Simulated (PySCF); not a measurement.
# [Gd(NH3)3]3+: other functionals and bases at one geometry

How far do other levels of theory move the description of [Gd(NH3)3]3+, and what does each cost? The structure is generated, not taken from experiment.

Program: PySCF 2.14.0. Level of theory: several levels, as the steps say, no spin–orbit coupling. These are calculated values, not measurements.

1 further run of the same task is left out (for a known fault of the program).

### 1 The starting structure

13 atoms, charge 3, spin multiplicity 1.

Bond lengths: Gd1–N2 2.434 Å, Gd1–N6 2.434 Å, Gd1–N10 2.434 Å, N2–H3 1.046 Å, N2–H4 1.048 Å, N2–H5 1.046 Å, N6–H7 1.046 Å, N6–H8 1.048 Å, N6–H9 1.046 Å, N10–H11 1.046 Å, N10–H12 1.048 Å, N10–H13 1.046 Å. Angles: N2–Gd1–N6 110.0°, N2–Gd1–N10 110.0°, N6–Gd1–N10 110.0°, Gd1–N2–H3 116.5°, Gd1–N2–H4 114.6°, Gd1–N2–H5 115.9°, H3–N2–H4 102.5°, H3–N2–H5 102.7°, H4–N2–H5 102.5°, Gd1–N6–H7 116.5°, Gd1–N6–H8 114.6°, Gd1–N6–H9 115.9°, H7–N6–H8 102.5°, H7–N6–H9 102.7°, H8–N6–H9 102.5°, Gd1–N10–H11 116.5°, Gd1–N10–H12 114.6°, Gd1–N10–H13 115.9° and more.

As a file:

```
Gd    0.0000    0.0000   -0.7773
N     2.3013   -0.0007    0.0141
H     2.5218   -0.6428    0.8103
H     3.0103   -0.2788   -0.7052
H     2.6693    0.9184    0.3514
N    -1.1500    1.9934    0.0141
H    -0.7042    2.5053    0.8103
H    -1.2637    2.7464   -0.7052
H    -2.1301    1.8525    0.3514
N    -1.1513   -1.9927    0.0141
H    -1.8175   -1.8625    0.8103
H    -1.7467   -2.4676   -0.7052
H    -0.5393   -2.7709    0.3514
```

Formal oxidation states: Gd +3. Each metal's 7 4f electrons lie in its core potential, so multiplicities, spins and levels count the valence alone. An earlier session relaxed this geometry at PBE, Gd lcecp-1-SVP with ECP53, N def2-SVP, H def2-SVP (singlet, point group C3).

At PBE on the finer grid: E = -204.227866 Eh, HOMO -22.94 eV, LUMO -17.29 eV, Mulliken charge on Gd1 +1.71 e, largest force component 0.015 eV/Å. 

Levels to run: M06-L; wB97X; BP86; TPSSh; PBE, TZVP; PBE0, SVP. Hardware: 2 threads of Arm Neoverse V2, shared host.

### 2 M06-L

Input file run.py (the lines that set the calculation):

```python
mol = gto.M(atom='''
Gd     0.00000     0.00000    -0.77726
N      2.30135    -0.00074     0.01407
H      2.52178    -0.64278     0.81034
H      3.01034    -0.27884    -0.70520
H      2.66934     0.91842     0.35138
N     -1.15003     1.99340     0.01407
H     -0.70423     2.50531     0.81034
H     -1.26369     2.74645    -0.70520
H     -2.13005     1.85251     0.35138
N     -1.15132    -1.99265     0.01407
H     -1.81755    -1.86253     0.81034
H     -1.74665    -2.46761    -0.70520
H     -0.53929    -2.77093     0.35138''',
    basis={'Gd': 'lcecp-1-SVP', 'N': 'def2-SVP', 'H': 'def2-SVP'},
    ecp={'Gd': 'lcecp-1-SVP'},
    charge=3, spin=0)
mf = dft.RKS(mol, xc='M06L')
mf.grids.atom_grid = (75, 302)  # f atoms: unpruned, at least (60, 302)
mf = mf.density_fit()  # fitting sets: Gd AutoAux, N def2-universal-JKFIT, H def2-universal-JKFIT
mf.conv_tol = 1e-08; mf.max_cycle = 55
mf.kernel(dm0)  # dm0: the density of the relaxed state
```

Command:

```sh
> OMP_NUM_THREADS=2 python run.py
```

### 3 wB97X

run.py (the lines that set the calculation), as its differences from that of step 2:

```diff
@@ -17,3 +17,3 @@
     charge=3, spin=0)
-mf = dft.RKS(mol, xc='M06L')
+mf = dft.RKS(mol, xc='WB97X')
 mf.grids.atom_grid = (75, 302)  # f atoms: unpruned, at least (60, 302)
```

### 4 BP86

run.py (the lines that set the calculation), as its differences from that of step 3:

```diff
@@ -17,3 +17,3 @@
     charge=3, spin=0)
-mf = dft.RKS(mol, xc='WB97X')
+mf = dft.RKS(mol, xc='B88,P86')
 mf.grids.atom_grid = (75, 302)  # f atoms: unpruned, at least (60, 302)
```

### 5 TPSSh

run.py (the lines that set the calculation), as its differences from that of step 4:

```diff
@@ -17,3 +17,3 @@
     charge=3, spin=0)
-mf = dft.RKS(mol, xc='B88,P86')
+mf = dft.RKS(mol, xc='TPSSH')
 mf.grids.atom_grid = (75, 302)  # f atoms: unpruned, at least (60, 302)
```

### 6 PBE, TZVP

Basis: Gd lcecp-1-TZVP with ECP53, N def2-TZVP, H def2-TZVP. 

run.py (the lines that set the calculation), as its differences from that of step 5:

```diff
@@ -14,6 +14,6 @@
 H     -0.53929    -2.77093     0.35138''',
-    basis={'Gd': 'lcecp-1-SVP', 'N': 'def2-SVP', 'H': 'def2-SVP'},
-    ecp={'Gd': 'lcecp-1-SVP'},
+    basis={'Gd': 'lcecp-1-TZVP', 'N': 'def2-TZVP', 'H': 'def2-TZVP'},
+    ecp={'Gd': 'lcecp-1-TZVP'},
     charge=3, spin=0)
-mf = dft.RKS(mol, xc='TPSSH')
+mf = dft.RKS(mol, xc='PBE')
 mf.grids.atom_grid = (75, 302)  # f atoms: unpruned, at least (60, 302)
@@ -21,2 +21,2 @@
 mf.conv_tol = 1e-08; mf.max_cycle = 55
-mf.kernel(dm0)  # dm0: the density of the relaxed state
+mf.kernel(dm0)  # dm0: free metal ions and neutral atoms
```

### 7 PBE0, SVP

Basis: Gd def2-SVP with ECP28, N def2-SVP, H def2-SVP. The 4f electrons are now in the valence.

run.py (the lines that set the calculation), as its differences from that of step 6:

```diff
@@ -14,8 +14,8 @@
 H     -0.53929    -2.77093     0.35138''',
-    basis={'Gd': 'lcecp-1-TZVP', 'N': 'def2-TZVP', 'H': 'def2-TZVP'},
-    ecp={'Gd': 'lcecp-1-TZVP'},
-    charge=3, spin=0)
-mf = dft.RKS(mol, xc='PBE')
+    basis={'Gd': 'def2-SVP', 'N': 'def2-SVP', 'H': 'def2-SVP'},
+    ecp={'Gd': 'def2-SVP'},
+    charge=3, spin=7)
+mf = dft.UKS(mol, xc='PBE0')
 mf.grids.atom_grid = (75, 302)  # f atoms: unpruned, at least (60, 302)
-mf = mf.density_fit()  # fitting sets: Gd AutoAux, N def2-universal-JKFIT, H def2-universal-JKFIT
+mf = mf.density_fit()  # fitting sets: Gd def2-universal-JKFIT, N def2-universal-JKFIT, H def2-universal-JKFIT
 mf.conv_tol = 1e-08; mf.max_cycle = 55
```

Before running it: what results should come out? Wanted: for each run, HOMO; gap; charge on Gd1; dipole; largest force.

As calculated:

| level | state | HOMO (eV) | gap (eV) | charge on Gd1 (e) | dipole (D) | largest force (eV/Å) | basis functions | time |
| --- | --- | --- | --- | --- | --- | --- | --- | --- |
| PBE (relaxed here) | singlet | -22.94 | 5.64 | 1.71 | 2.89 | 0.01 | 120 | 23 s |
| M06-L | singlet | -23.26 | 6.59 | 1.94 | 2.56 | 0.42 | 120 | 15 s |
| wB97X | singlet | -26.94 | 12.91 | 1.89 | 2.47 | 0.43 | 120 | 11 s |
| BP86 | singlet | -23.03 | 5.80 | 1.73 | 2.88 | 0.05 | 120 | 7.8 s |
| TPSSh | singlet | -23.65 | 6.94 | 1.83 | 2.69 | 0.35 | 120 | 14 s |
| PBE, TZVP | singlet | -22.87 | 5.67 | 2.00 | 2.87 | 0.40 | 194 | 35 s |
| PBE0, SVP | octet | -24.48 | 7.49 | 1.80 | 2.89 | 0.35 | 165 | 91 s |

Times are on 2 threads of Arm Neoverse V2, shared host; the first row also made further properties. The dipole of a charged species depends on the origin, so these sizes hold for this origin alone.

In one basis the HOMO–LUMO gap runs from 5.64 eV (PBE) to 12.91 eV (wB97X). The largest leftover force, 0.43 eV/Å with wB97X, stands at a geometry relaxed at another level. The Mulliken charge on Gd spans +1.71 to +2.00 e over the levels. With 4f in the core, its levels are missing from HOMO and gap. Total energies of different levels can't be compared. Spin–orbit coupling is left out throughout.
